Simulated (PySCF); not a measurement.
# OsCl₃: structure of the doublet

Where does doublet OsCl₃ go from a T-shaped start, is the end point a minimum, and what are its modes, charges and moments?

Method: PBE, basis Os def2-SVP with ECP60, Cl def2-SVP, scalar-relativistic core potentials, no spin–orbit coupling, density fitting; program: PySCF 2.14.0.

**1. Where the work starts**

4 atoms, charge 0, spin multiplicity 2.

Bond lengths: Os1–Cl2 2.280 Å, Os1–Cl3 2.280 Å, Os1–Cl4 2.280 Å. Angles: Cl2–Os1–Cl3 88.0°, Cl2–Os1–Cl4 88.0°, Cl3–Os1–Cl4 176.0°.

```xyz
4
charge 0 multiplicity 2
Os    0.0000    0.0000   -0.2873
Cl    0.0000    0.0000    1.9927
Cl    2.2786    0.0000   -0.2077
Cl   -2.2786    0.0000   -0.2077
```

**2. T-shaped start, doublet: relaxation**

The steps below are one call of a driver around PySCF. For each, scf.py gives the equivalent set-up of the SCF; relaxations use the driver's own optimiser. Before each start the driver seeks the lowest SCF state from one or more starting densities and follows internal instabilities, so scf.py alone need not reach the same state.

The program finds C2v symmetry in the start, which this walk keeps. The walk stops when the largest gradient is under 0.0003 Eh/bohr and the energy has settled too.

Contents of scf.py:

```python
from pyscf import gto, scf, dft
mol = gto.M(atom='''
Os     0.000000     0.000000    -0.287320
Cl     0.000000     0.000000     1.992680
Cl     2.278600    -0.000000    -0.207720
Cl    -2.278600     0.000000    -0.207720''',
    basis={'Os': 'def2-SVP', 'Cl': 'def2-SVP'},
    ecp={'Os': 'def2-SVP'},
    charge=0, spin=1)
mf = dft.UKS(mol, xc='PBE')
mf.grids.atom_grid = (50, 194)
aux = {'Os': 'def2-universal-JKFIT', 'Cl': 'def2-universal-JKFIT'}
mf = mf.density_fit(auxbasis=aux)
mf.kernel()
```

After this run come: Relaxing without the symmetry constraint; Frequencies.

**Question.** What will these runs give? Wanted: minimum; geometry; wavenumbers; dipole moment; highest occupied, lowest empty level; polar-tensor charge of Os1; zero-point energy; atomisation energy; ⟨S²⟩.

As calculated:

| quantity | value |
| --- | --- |
| minimum | broken-symmetry (Ms = 1/2), C2v |
| geometry | Os–Cl 2.214 Å (×3); Cl–Os–Cl 102.9°, Cl–Os–Cl 128.5° (×2) |
| wavenumbers (cm⁻¹) | 67, 71, 104, 384, 395, 411 |
| dipole moment | 0.26 D |
| highest occupied, lowest empty level (either spin) | -5.53, -5.12 eV |
| polar-tensor charge of Os1 | +0.94 e |
| zero-point energy | 8.6 kJ/mol |
| entropy at 298.15 K | 361.7 J/(mol K) |
| atomisation energy (no zero-point energy) | 1069 kJ/mol |
| ⟨S²⟩ | 1.506 |

In words: The T-shaped start keeps its C2v symmetry and ends in a minimum. The determinant is spin-contaminated (⟨S²⟩ = 1.51 against 0.75), so it is no pure spin state. The strongest infrared band lies at 411 cm⁻¹ (stretch). Other starts or spin states, not run here, may lie lower. The SCF density has lower symmetry than the nuclear frame. The soft modes, below some 90 cm⁻¹, carry numerical noise of tens of cm⁻¹, and the entropy with them. Open d and f shells are described by one determinant, and the ground state may have another occupation or spin. With an element this heavy the missing spin–orbit coupling can shift these numbers.
